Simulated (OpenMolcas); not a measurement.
**One shape, several levels: As2 (SMILES [As]#[As])**

Wanted: a comparison of 6 runs (HF/3-21G, B3LYP/6-31G*, B2PLYP/def2-TZVPPD, BLYP/def2-TZVPPD, M06-2X/def2-TZVPPD, CCSD(T)/def2-TZVPPD) of As2. 

The calculation is run with OpenMolcas 26.06.

1 further run of the same task is left out (set aside as unsound or not needed).

**1. The structure to begin with**

As2 has 2 atoms, charge 0, and is taken as a singlet. SMILES: `[As]#[As]`. The As1–As2 distance was set to 2.716 Å, away from the relaxed value.

Bond lengths: As1–As2 2.716 Å.

**2. The energy at HF/3-21G (run 1)**

test.inp reads:

```
&GATEWAY
BasLib=$CurrDir
Coord
2
bohr
As     0.00000000     0.00000000    -1.17958594
As     0.00000000     0.00000000     3.95234329
Basis=3-21G
Group=NoSym
&SEWARD
&SCF
Thresholds=1e-10 1e-07 1e-07 1e-05
PrOrbitals=0
```

The basis set 3-21G is read from a file made from the Basis Set Exchange's data (not shown).

Command:

```console
export MOLCAS_MEM=1860
pymolcas test.inp > test.log
```

The log of the run:

```text
--- Start Module: gateway ---
[...]
--- Stop Module: gateway /rc=_RC_ALL_IS_WELL_ ---
--- Start Module: seward ---
[...]
      Basis functions           44
--- Stop Module: seward /rc=_RC_ALL_IS_WELL_ ---
--- Start Module: scf ---
[...]
       Convergence after   8 Iterations
[...]
::    Total SCF energy                              -4446.7513520532
[...]
      Total spin, S                                     0.0000000000
[...]
      Total electronic charge=   66.000000
      Total            charge=   -0.000000
[...]
      Dipole Moment (debye):
      Origin of the operator (angstrom)=    0.0000    0.0000    0.7336
                   X= -9.3714E-17               Y= -4.8767E-15               Z= -7.4117E-09           Total=  7.4117E-09
      Quadrupole Moment (debye*angstrom):
[...]
--- Stop Module: scf /rc=_RC_ALL_IS_WELL_ ---
[...]
```

Run time: 1.7 s. Hardware: 1 thread of Arm Neoverse V1, shared host; peak memory 0.38 GiB.

**3. A single-point energy at B3LYP/6-31G(d) (spherical functions) (run 2)**

test.inp reads:

```
* As2 Kohn-Sham DFT
>>> EXPORT MOLCAS_PRINT=2

&GATEWAY
  BASLIB=$CurrDir
  COORD
  2
  angstrom
  As       0.000000       0.000000      -0.624210
  As       0.000000       0.000000       2.091490
  BASIS=6-31Gs
  GROUP=NoSym

&SEWARD
  GRIDINPUT
  Grid=UltraFine
  End of Grid

&SCF
  KSDFT=B3LYP
  THRESHOLDS=1e-10 1e-07 1e-07 1e-05
  PRORBITALS=1 2
```

The basis set 6-31G* is read from a file made from the Basis Set Exchange's data (not shown).

Command:

```console
export MOLCAS_MEM=1860
pymolcas test.inp > test.log
```

The log of the run:

```text
--- Start Module: gateway ---
[...]
--- Stop Module: gateway /rc=_RC_ALL_IS_WELL_ ---
--- Start Module: seward ---
[...]
      Basis functions           64
--- Stop Module: seward /rc=_RC_ALL_IS_WELL_ ---
[...]
--- Start Module: scf ---
[...]
       Convergence after   9 Iterations
[...]
::    Total KS-DFT energy                           -4471.1807735143
[...]
      Total spin, S                                     0.0000000000
[...]
      Total electronic charge=   66.000000
      Total            charge=   -0.000000
[...]
      Dipole Moment (debye):
      Origin of the operator (angstrom)=    0.0000    0.0000    0.7336
                   X= -2.7048E-15               Y= -1.0755E-14               Z=  1.1801E-05           Total=  1.1801E-05
      Quadrupole Moment (debye*angstrom):
[...]
--- Stop Module: scf /rc=_RC_ALL_IS_WELL_ ---
[...]
```

Run time: 4.8 s. Hardware: 1 thread of Arm Neoverse V1, shared host; peak memory 0.4 GiB.

Runs 3 to 5 aren't shown in full; the table further down has their settings and results.

**4. The energy at CCSD(T)/def2-TZVPPD (Cholesky decomposition) (run 6)**

test.input reads:

```
* As2 CCSD(T)

&GATEWAY
  BasLib
  $CurrDir
  Coord
  2
  angstrom
  As       0.000000       0.000000      -0.624210
  As       0.000000       0.000000       2.091490
  Basis
  def2-TZVPPD
  Group
  NoSym

&SEWARD
  High

&SCF
  Thresholds
  1e-10 1e-07 1e-07 1e-05
  PrOrbitals
  1 2

&CHCC
  Frozen
  18
  Threshold
  1e-08
  MaxIterations
  80

&CHT3
  Frozen
  18
```

The basis set def2-TZVPPD is read from a file made from the Basis Set Exchange's data (not shown).

Command:

```console
export MOLCAS_MEM=1860
pymolcas test.input > test.log
```

The log of the run:

```text
--- Start Module: gateway ---
[...]
--- Stop Module: gateway /rc=_RC_ALL_IS_WELL_ ---
[...]
      Basis functions          108
[...]
       Convergence after  11 Iterations
[...]
::    Total SCF energy                              -4468.2769338358
[...]
      Total spin, S                                     0.0000000000
[...]
      Total electronic charge=   66.000000
      Total            charge=   -0.000000
[...]
      Dipole Moment (debye):
      Origin of the operator (angstrom)=    0.0000    0.0000    0.7336
                   X=  2.7905E-15               Y=  5.0766E-15               Z=  4.0403E-07           Total=  4.0403E-07
      Quadrupole Moment (debye*angstrom):
[...]
--- Start Module: chcc ---
[...]
--- Stop Module: chcc /rc=_RC_ALL_IS_WELL_ ---
[...]
--- Start Module: cht3 ---
[...]
--- Stop Module: cht3 /rc=_RC_ALL_IS_WELL_ ---
[...]
```

It took 11 min on 1 thread of Arm Neoverse V1, shared host; peak memory 0.18 GiB.

**5. Overview of the runs**

| run | level | integration grid | frozen core orbitals | energy (Eh) | dipole moment (D) of the reference | HOMO energy (eV) | LUMO energy (eV) | wall time |
| --- | --- | --- | --- | --- | --- | --- | --- | --- |
| 1 | HF/3-21G | – | – | -4446.751352 | 0.00 | -7.76 | -1.15 | 1.7 s |
| 2 | B3LYP/6-31G* (spherical functions) | UltraFine | – | -4471.180774 | 0.00 | -6.32 | -3.97 | 4.8 s |
| 3 | B2PLYP/def2-TZVPPD | UltraFine | 18 | -4470.962073 | 0.00 | -6.92 | -2.87 | 13 s |
| 4 | BLYP/def2-TZVPPD | UltraFine | – | -4471.804162 | 0.00 | -5.53 | -4.23 | 13 s |
| 5 | M06-2X/def2-TZVPPD | UltraFine | – | -4471.676698 | 0.00 | -7.33 | -3.25 | 16 s |
| 6 | CCSD(T)/def2-TZVPPD (Cholesky decomposition) | – | 18 | -4468.868354 | 0.00 | -7.81 | -1.29 | 11 min |

**6. Summary of results**

| quantity | value |
| --- | --- |
| run 6: total energy | -4468.86835 Eh |
| run 6: dipole moment (mean-field density) | 0.00 D |
| run 6: HOMO energy (Hartree–Fock orbitals) | -7.81 eV |
| run 6: LUMO energy (Hartree–Fock orbitals) | -1.29 eV |
| run 6: HOMO–LUMO gap (Hartree–Fock orbitals) | 6.52 eV |
| run 6: correlation energy (18 core orbitals frozen) | -591.4 mEh |
| run 6: (T) correction | -44.23 mEh |

In words: Over runs 1, 2, 3, 4, 5 the HOMO–LUMO gap runs from 1.30 eV (BLYP/def2-TZVPPD) to 6.62 eV (HF/3-21G). The two ends differ in method and basis. For B2PLYP the log adds the whole second-order term; the table takes 0.27 of it, as the functional is defined. Totals of different functionals can't be ranked against each other. All runs together took 11 min, the longest 11 min.
